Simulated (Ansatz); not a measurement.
# C₁₀H₁₈FNOTi: up Jacob's ladder to CCSD(T)

The task here is to estimate one member of a computed series from the others.

Method: functionals in def2-TZVPP, the program's frozen cores in correlated methods; program: Ansatz 0.2.0, Gaussian basis.

Plan: LDA (SPW92), PBE-D4, revPBE-D4, BLYP-D4, r2SCAN-D4, B97M-V, PBE0-D4, B3LYP-D4, r2SCANh-D4, r2SCAN0-D4, HSE06-D4, BHLYP-D4, CAM-B3LYP-D4, LC-ωPBE, ωB97X-V, ωB97M-V, B2PLYP, PBE-QIDH; CCSD(T)/def2-SVP; CCSD(T)/def2-TZVPP; MP2/def2-QZVPP; extrapolation to the limit; RPA on PBE.

## Structure used throughout

All runs share one geometry, relaxed beforehand with PBE0-D4 in a triple-zeta def2 set.

SMILES `CC[C@@]12[C@H]3[C@H]4[C@H]5[C@@H]1[Ti]4532([F])([O]C)[N](C)C`, 32 atoms, charge 0, spin multiplicity 1.

Atoms are counted from 1 here; the program's logs count them from 0.

Bond lengths: C1–C2 1.518 Å, C1–H15 1.092 Å, C1–H16 1.092 Å, C1–H17 1.093 Å, C2–C3 1.494 Å, C2–H18 1.094 Å, C2–H19 1.097 Å, C3–C4 1.416 Å, C3–C7 1.409 Å, C3–Ti8 2.430 Å, C4–C5 1.411 Å, C4–Ti8 2.378 Å, C4–H20 1.082 Å, C5–C6 1.409 Å, C5–Ti8 2.355 Å, C5–H21 1.080 Å, C6–C7 1.413 Å, C6–Ti8 2.360 Å and more. Angles: C2–C1–H15 110.9°, C2–C1–H16 110.6°, C2–C1–H17 111.6°, H15–C1–H16 107.9°, H15–C1–H17 108.1°, H16–C1–H17 107.5°, C1–C2–C3 114.4°, C1–C2–H18 109.6°, C1–C2–H19 109.6°, C3–C2–H18 108.4°, C3–C2–H19 108.4°, H18–C2–H19 106.2°, C2–C3–C4 125.4°, C2–C3–C7 127.6°, C2–C3–Ti8 121.1°, C4–C3–C7 106.9°, C4–C3–Ti8 70.9°, C7–C3–Ti8 72.0° and more.

Set-up of the first run:

in.yaml reads:

```yaml
crystal:
  periodic: [false, false, false]
  atoms:
    - {symbol: C, position_ang: [-3.249960, -1.886525, -0.054437]}
    - {symbol: C, position_ang: [-3.064138, -0.518306, 0.577430]}
    - {symbol: C, position_ang: [-2.055353, 0.345517, -0.107671]}
    - {symbol: C, position_ang: [-1.398393, 1.457611, 0.471758]}
    - {symbol: C, position_ang: [-0.509701, 2.007326, -0.476918]}
    - {symbol: C, position_ang: [-0.596846, 1.223789, -1.644307]}
    - {symbol: C, position_ang: [-1.548277, 0.204176, -1.414734]}
    - {symbol: Ti, position_ang: [0.322420, -0.130222, 0.055564]}
    - {symbol: F, position_ang: [-0.155662, -1.135006, 1.471288]}
    - {symbol: O, position_ang: [0.989619, -1.224981, -1.236107]}
    - {symbol: C, position_ang: [1.972747, -2.207804, -1.068721]}
    - {symbol: N, position_ang: [1.916304, 0.676793, 0.680548]}
    - {symbol: C, position_ang: [2.925405, 1.223221, -0.185510]}
    - {symbol: C, position_ang: [1.979508, 1.199983, 2.021203]}
    - {symbol: H, position_ang: [-2.311954, -2.446371, -0.055528]}
    - {symbol: H, position_ang: [-3.987544, -2.469299, 0.500479]}
    - {symbol: H, position_ang: [-3.600870, -1.809002, -1.086312]}
    - {symbol: H, position_ang: [-2.765666, -0.635197, 1.623273]}
    - {symbol: H, position_ang: [-4.023064, 0.013730, 0.590385]}
    - {symbol: H, position_ang: [-1.530953, 1.798919, 1.489486]}
    - {symbol: H, position_ang: [0.137899, 2.858119, -0.324920]}
    - {symbol: H, position_ang: [-0.010279, 1.347866, -2.542434]}
    - {symbol: H, position_ang: [-1.792852, -0.585728, -2.108295]}
    - {symbol: H, position_ang: [2.789578, -1.857984, -0.424664]}
    - {symbol: H, position_ang: [2.387902, -2.476952, -2.045829]}
    - {symbol: H, position_ang: [1.548667, -3.111088, -0.615710]}
    - {symbol: H, position_ang: [2.825147, 2.314480, -0.300372]}
    - {symbol: H, position_ang: [2.865147, 0.772383, -1.178059]}
    - {symbol: H, position_ang: [3.930503, 1.031690, 0.215588]}
    - {symbol: H, position_ang: [1.838708, 2.292293, 2.046473]}
    - {symbol: H, position_ang: [1.215065, 0.741241, 2.651980]}
    - {symbol: H, position_ang: [2.956876, 0.985328, 2.475074]}
basis:
  gaussian: {orbitals: def2-TZVPP}
hamiltonian: {xc: lda}
output: {orbitals: {seedname: orbitals}}
```

On the command line:

```console
$ ansatz run in.yaml --threads 11 --pin off --events-out ev --progress --plain --max-ram 174080MiB --backend cuda --devices 0, --max-vram 75GiB
```

Among the steps run: LDA; PBE-D4 (GGA); revPBE-D4 (GGA); BLYP-D4 (GGA); r2SCAN-D4 (meta-GGA); B97M-V (meta-GGA); PBE0-D4 (hybrid); B3LYP-D4 (hybrid); r2SCANh-D4 (hybrid); r2SCAN0-D4 (hybrid); HSE06-D4 (hybrid); BHLYP-D4 (hybrid); CAM-B3LYP-D4 (range-separated); LC-ωPBE (range-separated); ωB97X-V (range-separated); ωB97M-V (range-separated); B2PLYP (double hybrid); PBE-QIDH (double hybrid).

One of the session's tables, all rows but one given; the rest of the session is left out.

It belongs to the step «Frontier levels by functional». 

| functional | HOMO (eV) | gap (eV) |
| --- | --- | --- |
| LDA (SPW92) | -5.23 | 2.58 |
| PBE-D4 | -5.06 | 2.68 |
| revPBE-D4 | -4.99 | 2.71 |
| BLYP-D4 | -4.94 | 2.66 |
| r2SCAN-D4 | -5.25 | 2.98 |
| B97M-V | -5.36 | 3.06 |
| PBE0-D4 | -6.18 | 4.87 |
| B3LYP-D4 | ? | ? |
| r2SCANh-D4 | -5.68 | 3.82 |
| r2SCAN0-D4 | -6.33 | 5.09 |
| HSE06-D4 | -5.79 | 4.10 |
| BHLYP-D4 | -7.22 | 7.10 |
| CAM-B3LYP-D4 | -7.46 | 7.25 |
| LC-ωPBE | -8.69 | 9.64 |
| ωB97X-V | -8.40 | 9.29 |
| ωB97M-V | -8.33 | 9.17 |

Q: Estimate the row for B3LYP-D4 from the others.

Worked estimate for «HOMO (eV)». Against the share of exact exchange, BLYP-D4 (0, -4.94), BHLYP-D4 (0.5, -7.22) give a slope of -4.56 per unit share; at 0.2 the line stands at -5.85.

As computed: HOMO (eV): -6.00; gap (eV): 4.40. In «HOMO (eV)» the line misses by +0.15.
